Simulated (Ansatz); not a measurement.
# CH5B2O: ladder of methods at one geometry

How do the methods compare on CH5B2O, in result and in cost? A script is to give a ladder of methods at one geometry; the system is CH5B2O. SMILES: [BH]OBC.

Computed with Ansatz 0.2.0 through its Python package. The levels of theory stand in the script.

## Step 1: Starting point

Bond lengths: B1–O2 1.463 Å, O2–B3 1.464 Å, B3–C4 1.589 Å, B1–H5 1.182 Å, B3–H6 1.183 Å, C4–H7 1.110 Å, C4–H8 1.109 Å, C4–H9 1.109 Å. Angles: B1–O2–B3 105.5°, O2–B1–H5 120.2°, O2–B3–C4 120.3°, O2–B3–H6 119.8°, C4–B3–H6 119.6°, B3–C4–H7 109.6°, B3–C4–H8 109.5°, B3–C4–H9 109.6°, H7–C4–H8 109.4°, H7–C4–H9 109.3°, H8–C4–H9 109.4°.

No structure file is read: the coordinates are typed or built in the script.

## Step 2: The code

The input, methods_ch5b2o.py:

```python
"""One geometry of CH5B2O, method by method."""

import ansatz as az

GEOMETRY = """
B     2.14620   -0.08560   -0.37920
O     0.99210   -0.84390   -0.86170
B    -0.00570   -0.75890    0.20570
C    -1.13900    0.35450    0.15790
H     2.24460    1.06750   -0.62140
H    -0.02580   -1.57760    1.05910
H    -1.82370    0.22690    1.02160
H    -1.71470    0.25640   -0.78540
H    -0.67400    1.36080    0.20340
"""


def main() -> None:
    mol = az.Crystal.molecule()
    for line in GEOMETRY.strip().splitlines():
        symbol, *xyz = line.split()
        mol = mol.atom(symbol, [float(v) for v in xyz])

    job = (
        mol.calculation()
        .basis(gaussian="cc-pVDZ")
        .spin("collinear", total=1)
    )

    methods = ["mp2", "ccsd", "ccsd_t"]
    reports = [job.correlation(m).run(threads=1).report for m in methods]
    print(f"Hartree-Fock reference {reports[0]['reference_energy_ev'] / 27.211386246:.6f} Ha")
    best = reports[-1]["free_energy_ev"] - reports[-1]["reference_energy_ev"]
    for method, each in zip(methods, reports):
        gained = each["free_energy_ev"] - each["reference_energy_ev"]
        print(f"{method:8s} total {each['free_energy_ev'] / 27.211386246:.6f} Ha  correlation {gained:9.4f} eV  ({100 * gained / best:.1f} % of the last)")


if __name__ == "__main__":
    main()
```

## Step 3: The input behind the calls

The package turns the script's settings into the engine's input (first run):

```yaml
crystal:
  periodic: [false, false, false]
  atoms:
    - { symbol: B, position_ang: [2.1462, -0.0856, -0.3792] }
    - { symbol: O, position_ang: [0.9921, -0.8439, -0.8617] }
    - { symbol: B, position_ang: [-0.0057, -0.7589, 0.2057] }
    - { symbol: C, position_ang: [-1.139, 0.3545, 0.1579] }
    - { symbol: H, position_ang: [2.2446, 1.0675, -0.6214] }
    - { symbol: H, position_ang: [-0.0258, -1.5776, 1.0591] }
    - { symbol: H, position_ang: [-1.8237, 0.2269, 1.0216] }
    - { symbol: H, position_ang: [-1.7147, 0.2564, -0.7854] }
    - { symbol: H, position_ang: [-0.674, 1.3608, 0.2034] }
basis:
  gaussian:
    orbitals: cc-pVDZ
magnetization:
  spin_polarized: true
  initial_magnetization: 1.0
correlation:
  method: mp2
```

## Step 4: The run

Run with:

```
$ python methods_ch5b2o.py
```

Standard output:

```text
Hartree-Fock reference -165.002557 Ha
mp2      total -165.477190 Ha  correlation  -12.9154 eV  (89.3 % of the last)
ccsd     total -165.519166 Ha  correlation  -14.0576 eV  (97.2 % of the last)
ccsd_t   total -165.534227 Ha  correlation  -14.4675 eV  (100.0 % of the last)
```

It took 33 s on 1 thread of AMD EPYC 9B14 (Zen 4), shared host; peak memory 0.57 GiB.

## Step 5: What changed from run to run

The engine's inputs for the other runs:

Run 2, against run 1:

```diff
@@ -20 +20 @@
-  method: mp2
+  method: ccsd
```

Run 3, against run 1:

```diff
@@ -20 +20 @@
-  method: mp2
+  method: ccsd_t
```

## Step 6: Run by run

One row for each of the 3 runs:

| run | method | energy (eV) | <S²> | iterations in all | CPU time (s) |
| --- | --- | --- | --- | --- | --- |
| 1 | mp2 | -4502.8637 | 0.75 | 22 | 0.88 |
| 2 | ccsd | -4504.0060 | 0.75 | 93 | 14 |
| 3 | ccsd_t | -4504.4158 | 0.75 | 93 | 18 |

Correlation energies (total less mean field):

| method | correlation (eV) | share of the last | miss against the last (eV) | CPU time (s) |
| --- | --- | --- | --- | --- |
| mp2 | -12.915 | 89.3 % | +1.552 | 0.88 |
| ccsd | -14.058 | 97.2 % | +0.410 | 14 |
| ccsd_t | -14.467 | 100.0 % | +0.000 | 18 |

## Step 7: Summary of results

| quantity | value |
| --- | --- |
| runs compared | 3 |
| correlation energy, last run | -14.467 eV |

**Reading.** mp2 catches 89 % of the correlation energy of ccsd_t. In CPU time, run 3 (ccsd_t) cost about 20 times as much as run 1 (mp2). What to keep in mind:
- The geometry is a force-field or estimated start, not a minimum of this method, and the basis set is short of its limit. A lower total doesn't mark the better method: functionals have no common bound, and MP2 and coupled cluster aren't variational.
- The run takes the species as open-shell (spin multiplicity 2), which needn't be its ground state.
- Inner cores stay frozen, so this is valence correlation.
